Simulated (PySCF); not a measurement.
# RuH₄⁻: structure of the quartet

The task is one start of a wider search on RuH₄⁻: the quartet, from a PBE0 minimum start. It is relaxed, tested by its Hessian and followed downhill if it is a saddle.

Program: PySCF 2.14.0. Level of theory: PBE0, basis Ru def2-TZVPD with ECP28, H def2-TZVPD, scalar-relativistic core potentials, no spin–orbit coupling, density fitting. These are calculated values, not measurements.

**1. Where the work starts**

5 atoms, charge -1, spin multiplicity 4.

Bond lengths: Ru1–H2 1.639 Å, Ru1–H3 1.639 Å, Ru1–H4 1.701 Å, Ru1–H5 1.701 Å. Angles: H2–Ru1–H3 62.5°, H2–Ru1–H4 139.9°, H2–Ru1–H5 80.9°, H3–Ru1–H4 80.9°, H3–Ru1–H5 139.9°, H4–Ru1–H5 125.8°.

```xyz
5
charge -1 multiplicity 4
Ru   -0.0075   -0.0075    0.0111
H     1.5663    0.3641   -0.2549
H     0.3641    1.5663   -0.2549
H    -1.5623    0.5788   -0.3522
H     0.5788   -1.5623   -0.3522
```

**2. Finding the electronic state**

One driver script runs all steps and calls PySCF; scf.py shows how it sets up the SCF of each step. The optimiser is the driver's own. After this first run the driver tries any further starts and a stability analysis.

scf.py reads:

```python
from pyscf import gto, scf, dft
mol = gto.M(atom='''
Ru    -0.007541    -0.007541     0.011104
H      1.566296     0.364111    -0.254876
H      0.364111     1.566296    -0.254876
H     -1.562275     0.578833    -0.352237
H      0.578833    -1.562275    -0.352237''',
    basis={'Ru': 'def2-TZVPD', 'H': 'def2-TZVPD'},
    ecp={'Ru': 'def2-TZVPD'},
    charge=-1, spin=3)
mf = dft.UKS(mol, xc='PBE0')
mf.grids.atom_grid = (50, 194)
aux = {'Ru': 'def2-universal-JKFIT', 'H': 'def2-universal-JKFIT'}
mf = mf.density_fit(auxbasis=aux)
mf.conv_tol = 1e-08
mf.diis_space = 10
mf.max_cycle = 60
mf.init_guess = 'minao'
mf.verbose = 4
mf.kernel()
```

The run is started by

```
$ OMP_NUM_THREADS=2 python axn.py task.json out
```

The log of the run:

```text
init E= -89.0711507826334
[... the frontier-level lines of each cycle are left out ...]
cycle= 1 E= -96.1204347009864  delta_E= -7.05  |g|= 1.53  |ddm|= 3.14
cycle= 2 E= -87.9041595028856  delta_E= 8.22  |g|= 3.01  |ddm|= 19.6
cycle= 3 E= -96.7658060926481  delta_E= -8.86  |g|= 0.878  |ddm|= 19.5
cycle= 4 E= -97.1964916020492  delta_E= -0.431  |g|= 0.0885  |ddm|= 0.863
cycle= 5 E= -97.2072765574906  delta_E= -0.0108  |g|= 0.0641  |ddm|= 0.16
cycle= 6 E= -97.210159534585  delta_E= -0.00288  |g|= 0.0551  |ddm|= 0.072
cycle= 7 E= -97.2128872172465  delta_E= -0.00273  |g|= 0.0378  |ddm|= 0.0894
cycle= 8 E= -97.2137780906503  delta_E= -0.000891  |g|= 0.0128  |ddm|= 0.0588
cycle= 9 E= -97.2138567218983  delta_E= -7.86e-05  |g|= 0.00341  |ddm|= 0.0137
cycle= 10 E= -97.213866656399  delta_E= -9.93e-06  |g|= 0.00061  |ddm|= 0.00457
cycle= 11 E= -97.2138689951095  delta_E= -2.34e-06  |g|= 0.000417  |ddm|= 0.00285
cycle= 12 E= -97.2138702300021  delta_E= -1.23e-06  |g|= 0.000274  |ddm|= 0.0022
cycle= 13 E= -97.2138714248544  delta_E= -1.19e-06  |g|= 0.000228  |ddm|= 0.00272
cycle= 14 E= -97.2138723083529  delta_E= -8.83e-07  |g|= 0.00021  |ddm|= 0.00217
cycle= 15 E= -97.2138733242375  delta_E= -1.02e-06  |g|= 0.000201  |ddm|= 0.00252
cycle= 16 E= -97.2138765901474  delta_E= -3.27e-06  |g|= 0.000172  |ddm|= 0.00897
cycle= 17 E= -97.2138824510754  delta_E= -5.86e-06  |g|= 0.000165  |ddm|= 0.0242
cycle= 18 E= -97.2138822284444  delta_E= 2.23e-07  |g|= 0.000128  |ddm|= 0.00146
cycle= 19 E= -97.2138837715156  delta_E= -1.54e-06  |g|= 8.85e-05  |ddm|= 0.0145
cycle= 20 E= -97.2138838756695  delta_E= -1.04e-07  |g|= 4.67e-05  |ddm|= 0.00247
cycle= 21 E= -97.2138839383218  delta_E= -6.27e-08  |g|= 7.78e-06  |ddm|= 0.00376
cycle= 22 E= -97.2138839385254  delta_E= -2.04e-10  |g|= 1.88e-06  |ddm|= 0.000159
Extra cycle  E= -97.2138839385275  delta_E= -2.1e-12  |g|= 1.68e-06  |ddm|= 3.89e-06
converged SCF energy = -97.2138839385275  <S^2> = 3.7665407  2S+1 = 4.0082618
```

This step, with its further starts and checks, took 10 s on 2 threads of Intel Xeon 6975P-C (Granite Rapids), shared host.

The starts that the driver tried:

```csv
start,energy (Eh)
the minimal-basis guess,-97.213884
a thermally smeared density,-97.213884
a smeared PBE density,-97.213884
```

The test of internal stability and the other starts found no lower solution of this spin.

**3. Relaxing the quartet from the PBE0 minimum start**

The program finds Cs symmetry in the start, which this walk keeps.

Edit scf.py of step 2 so:

```diff
@@ -3,5 +3,5 @@
-Ru    -0.007541    -0.007541     0.011104
-H      1.566296     0.364111    -0.254876
-H      0.364111     1.566296    -0.254876
-H     -1.562275     0.578833    -0.352237
-H      0.578833    -1.562275    -0.352237''',
+Ru    -0.009296    -0.009296     0.011974
+H      1.564541     0.362356    -0.254006
+H      0.362356     1.564541    -0.254006
+H     -1.564030     0.577078    -0.351367
+H      0.577078    -1.564030    -0.351367''',
@@ -18 +17,0 @@
-mf.init_guess = 'minao'
```

The optimiser's trace:

```csv
step,energy (Eh),change (kJ/mol),largest symmetric gradient (Eh/bohr)
0,-97.213884,0.00,0.00014
```

The walk took 1 s.

Positions (Å) and forces (eV/Å) along the way:

```
step 0
Ru  -0.009  -0.009   0.012   0.007   0.007   0.002
H    1.565   0.362  -0.254  -0.001  -0.004   0.000
H    0.362   1.565  -0.254  -0.004  -0.001   0.000
H   -1.564   0.577  -0.351  -0.001  -0.001  -0.001
H    0.577  -1.564  -0.351  -0.001  -0.001  -0.001
```

It settles in Cs symmetry, 0.0 kJ/mol below the start, after 0 steps: Ru–H 1.639 Å (×2), Ru–H 1.701 Å (×2); H–Ru–H 62.5°, H–Ru–H 80.9° (×2), H–Ru–H 125.8°, H–Ru–H 139.9° (×2).

**4. Frequencies**

The point is checked on the finer grid, and tightened if its gradient asks for it. The Hessian and the dipole derivatives come from central differences of analytic gradients, with steps of 0.02 bohr.

Edit scf.py of step 3 so:

```diff
@@ -3,5 +3,5 @@
-Ru    -0.009296    -0.009296     0.011974
-H      1.564541     0.362356    -0.254006
-H      0.362356     1.564541    -0.254006
-H     -1.564030     0.577078    -0.351367
-H      0.577078    -1.564030    -0.351367''',
+Ru    -0.009061    -0.009061     0.012802
+H      1.564752     0.361925    -0.254121
+H      0.361925     1.564752    -0.254121
+H     -1.563773     0.576805    -0.351665
+H      0.576805    -1.563773    -0.351665''',
@@ -12 +12 @@
-mf.grids.atom_grid = (50, 194)
+mf.grids.atom_grid = (75, 302)
@@ -15 +15 @@
-mf.conv_tol = 1e-08
+mf.conv_tol = 1e-10
```

This SCF starts from the last density.

Log of the central SCF (cycles and frontier levels):

```text
init E= -97.2138452270233
[... the frontier-level lines of each cycle are left out ...]
cycle= 1 E= -97.2138452270707  delta_E= -4.74e-11  |g|= 2.41e-06  |ddm|= 1.06e-05
Extra cycle  E= -97.2138452271152  delta_E= -4.45e-11  |g|= 2.87e-06  |ddm|= 1.04e-05
converged SCF energy = -97.2138452271152  <S^2> = 3.7665555  2S+1 = 4.0082692
```

The whole step took 59 s.

Geometry: Cs; Ru–H 1.639 Å (×2), Ru–H 1.701 Å (×2); H–Ru–H 62.5°, H–Ru–H 80.9° (×2), H–Ru–H 125.7°, H–Ru–H 139.9° (×2).

Modes, for the most abundant isotopes:

| symmetry | ω (cm⁻¹) | IR (km/mol) | μ (u) | type |
| --- | --- | --- | --- | --- |
| a'' | 118 | 6.8 | 1.01 | bend |
| a' | 379 | 118 | 1.03 | bend |
| a' | 475 | 52.3 | 1.03 | bend |
| a'' | 632 | 69.4 | 1.01 | bend |
| a' | 727 | 99.6 | 1.01 | bend |
| a' | 1601 | 261 | 1.02 | stretch |
| a'' | 1624 | 914 | 1.03 | stretch |
| a'' | 1807 | 58.5 | 1.01 | stretch |
| a' | 1872 | 212 | 1.02 | stretch |

No imaginary mode, so this is a minimum.

Properties at this point:

```
Dipole moment about the centre of mass                          : 1.47 D
Highest occupied level                                          : -0.02 eV
Lowest empty level                                              : 2.68 eV
Rotational constants                                            : 3.282, 2.609, 1.557 cm⁻¹
Zero-point energy                                               : 55.2 kJ/mol
Principal polarisabilities                                      : 56.2, 80.0, 81.3 bohr³
Principal traceless quadrupole moments about the centre of mass : -6.26, -3.64, 9.90 D Å
Entropy at 298.15 K and 1 bar (electronic part: spin only)      : 275.0 J/(mol K)
Heat capacity Cp at 298.15 K                                    : 61.1 J/(mol K)
Enthalpy at 298.15 K above 0 K                                  : 13.93 kJ/mol
Rotational symmetry number                                      : 1
Spin squared ⟨S²⟩                                               : 3.767
```

Charges (e) and bond orders:

```json
{"atom": "Ru1", "Mulliken": "-0.91", "Löwdin": "-0.16", "polar tensor": "-0.02", "spin (Mulliken)": "2.99", "Mayer order to Ru1": "–"}
{"atom": "H2,3", "Mulliken": "0.01", "Löwdin": "-0.20", "polar tensor": "-0.19", "spin (Mulliken)": "0.01", "Mayer order to Ru1": "0.95"}
{"atom": "H4,5", "Mulliken": "-0.06", "Löwdin": "-0.22", "polar tensor": "-0.30", "spin (Mulliken)": "0.00", "Mayer order to Ru1": "1.00"}
```

Mulliken populations on Ru1 (outside its core potential): s 2.97, p 7.19, d 6.75, f 0.00.

**5. Outcome**

| quantity | value |
| --- | --- |
| minimum | quartet, Cs |
| geometry | Ru–H 1.639 Å (×2), Ru–H 1.701 Å (×2); H–Ru–H 62.5°, H–Ru–H 80.9° (×2), H–Ru–H 125.7°, H–Ru–H 139.9° (×2) |
| wavenumbers (cm⁻¹) | 118 (a''), 379 (a'), 475 (a'), 632 (a''), 727 (a'), 1601 (a'), 1624 (a''), 1807 (a''), 1872 (a') |
| dipole moment (centre of mass) | 1.47 D |
| highest occupied, lowest empty level (either spin) | -0.02, 2.68 eV |
| polar-tensor charge of Ru1 | -0.02 e |
| zero-point energy | 55.2 kJ/mol |
| entropy at 298.15 K | 275.0 J/(mol K) |
| ⟨S²⟩ | 3.767 |

The PBE0 minimum start keeps its Cs symmetry and ends in a minimum. The strongest infrared band lies at 1624 cm⁻¹ (a'', stretch). Most of the spin sits on Ru1 (Mulliken spin 2.99, against 3 for the whole molecule). Other starts or spin states, not run here, may lie lower. Open d and f shells are described by one determinant, and the ground state may have another occupation or spin.

The search up to here took 70 s.
